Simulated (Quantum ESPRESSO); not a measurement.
**HfWF3 in Quantum ESPRESSO: the effect of target pressure**

HfWF3:

```
Hf W F
1.0
     4.23980    0.00000    0.00000
     0.00000    4.23980    0.00000
     0.00000    0.00000    4.23980
Hf W F
1 1 3
Cartesian
  2.1199 2.1199 2.1199
  0.0000 0.0000 0.0000
  2.1199 0.0000 0.0000
  0.0000 2.1199 0.0000
  0.0000 0.0000 2.1199
```

The cell was built by a generator and needn't be a form met in nature.

Alike in all runs:

| Property | Result |
| --- | --- |
| Program | Quantum ESPRESSO 7.5 |
| Task | phonons |
| Functional | LDA |
| Potentials or basis | PseudoDojo 0.4.1 SR LDA standard |
| Cutoff | 1143 eV |
| Density cutoff | 4572 eV |
| k mesh | 2 × 2 × 2, shifted |
| Occupations | fermi-dirac, width 0.05 eV |
| Spin | no spin polarisation |

Each run relaxes the cell or the atoms first.

| target pressure | relaxed volume (Å³/atom) | highest phonon frequency (cm⁻¹) |
| --- | --- | --- |
| 0 GPa | 14.02 | 455 |
| 5 GPa | 13.54 | 501 |
| 10 GPa | 13.13 | 542 |
| 20 GPa | 12.47 | 612 |
| 40 GPa | ? | ? |

Problem. What does the run with target pressure 40 GPa give?

Solution. Relaxed volume 11.52 Å³/atom; highest phonon frequency 723 cm⁻¹.

Worked out: In Murnaghan's law V^(-B') rises as a straight line in P. The other rows fit best with B' = 4.1, V0 = 14.02 Å³/atom and B0 = 133 GPa, which gives 11.52 Å³/atom at 40 GPa, against the run's 11.52. A parabola through the other rows of the highest phonon frequency, of slope 2.66 cm⁻¹ per GPa there, extrapolates to 700 cm⁻¹, against the run's 723.

Caveats: all runs use coarse meshes; the mesh is thin for the phonons of a metal; some modes are imaginary; an odd number of electrons without spin polarisation forces a metal; a magnetic or distorted state may lie lower; the cell is more than 3 GPa from zero pressure, which shifts response properties (some runs); the volume moved by over 15 % at a fixed basis, so the end points are rough (some runs).
